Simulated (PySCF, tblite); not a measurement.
# C₆H₆O₃S: geometry, infrared bands and NMR shifts

Aim: predict the infrared bands and NMR shifts of C₆H₆O₃S (`O=S(=O)(O)[C@@]12C=C[C@H]3[C@@H]1[C@H]32`).

Computed with tblite 0.8.0 and PySCF 2.14.0, with density-fitted response routines of our own, on a single molecule in the gas phase. Atoms count from 0, in the outputs and in this text.

## (1) The molecule as given

16 atoms, charge 0, multiplicity 1; geometry from: force field or distance geometry start.

Bonds of the start (Å): O0–S1 1.52, S1–O2 1.47, S1–O3 1.70, S1–C4 1.73, C4–C5 1.45, C5–C6 1.33, C6–C7 1.46, C7–C8 1.53, C8–C9 1.38, C8–C4 1.54, C9–C4 1.53, C9–C7 1.54, O3–H10 0.99, C5–H11 1.09, C6–H12 1.11, C7–H13 1.07, C8–H14 1.02, C9–H15 1.02.

## (2) Geometry optimisation with GFN2-xTB

Job settings and geometry (Å):

```
{"job": {"kind": "relax", "xc": "GFN2-xTB", "basis": "xTB"}, "charge": 0, "multiplicity": 1}
O      2.138200    -1.727900    -0.653700
S      1.745800    -0.272300    -0.485000
O      2.101200     0.457800    -1.710000
O      2.707300     0.298500     0.797200
C      0.108600    -0.188400     0.053200
C     -0.456400    -0.879600     1.193400
C     -1.722000    -0.491400     1.296000
C     -1.928200     0.615700     0.367100
C     -0.563500     1.201600     0.019400
C     -1.049800     0.248100    -0.846500
H      3.631500    -0.064000     0.744800
H      0.049100    -1.580800     1.856800
H     -2.461800    -0.943100     1.985300
H     -2.826200     1.182600     0.243800
H     -0.172700     2.132500     0.195800
H     -1.308600     0.019700    -1.801600
```

Command:

```bash
> OMP_NUM_THREADS=1 python probes_run.py task.json out
```

One launch serves the whole session: the jobs run in the order shown.

**Question.** This job is followed by: GFN2-xTB harmonic vibrations, gas phase; GIAO PBE0/pcSseg-1 NMR shielding, non-relativistic, gas phase. Predict these results of the whole session: strongest single infrared mode (GFN2-xTB); zero-point energy (GFN2-xTB); 13C shifts against TMS (PBE0/pcSseg-1, means over atoms taken as alike); 1H shifts against TMS (PBE0/pcSseg-1, means over atoms taken as alike); 17O shifts against H2O (PBE0/pcSseg-1, means over atoms taken as alike); 33S shifts against CS2 (PBE0/pcSseg-1); surface potential, 1st and 99th percentile.

As calculated:

| quantity | value |
| --- | --- |
| strongest single infrared mode (GFN2-xTB) | 1293 cm⁻¹, 483 km/mol |
| zero-point energy (GFN2-xTB) | 68.3 kcal/mol |
| 13C shifts against TMS (PBE0/pcSseg-1, means over atoms taken as alike) | 143.7, 134.9, 63.9, 60.6, 37.0 ppm |
| 1H shifts against TMS (PBE0/pcSseg-1, means over atoms taken as alike) | 6.36, 6.16, 4.80, 4.61, 1.80 ppm |
| 17O shifts against H2O (PBE0/pcSseg-1, means over atoms taken as alike) | 228.8, 213.1 ppm |
| 33S shifts against CS2 (PBE0/pcSseg-1) | 307 ppm |
| surface potential, 1st and 99th percentile | -1.49 V and 2.52 V |

In words: Over 69 steps the energy fell by 1.210 eV; of the close pairs, O0–S1 changed most, 1.517 to 1.431 Å. All 42 modes are real, so the xTB geometry is a minimum. The strongest single mode, at 1293 cm⁻¹, is spread over several atoms, S1, O2, O0 among them. Unscaled tight-binding wavenumbers are off by several per cent, some by more. Its intensities can rank the bands wrongly. At PBE0/pcSseg-1: The widest tensor belongs to S1: span 321 ppm, with a paramagnetic part of -851 ppm. At PBE0/pcSseg-1, counted by nearest atom on the grid, the HOMO lies on C5, C6 about 31 % each; C8, C9 about 7 % each, the LUMO on C5, C6 about 28 % each; H11, H12 about 8 % each.
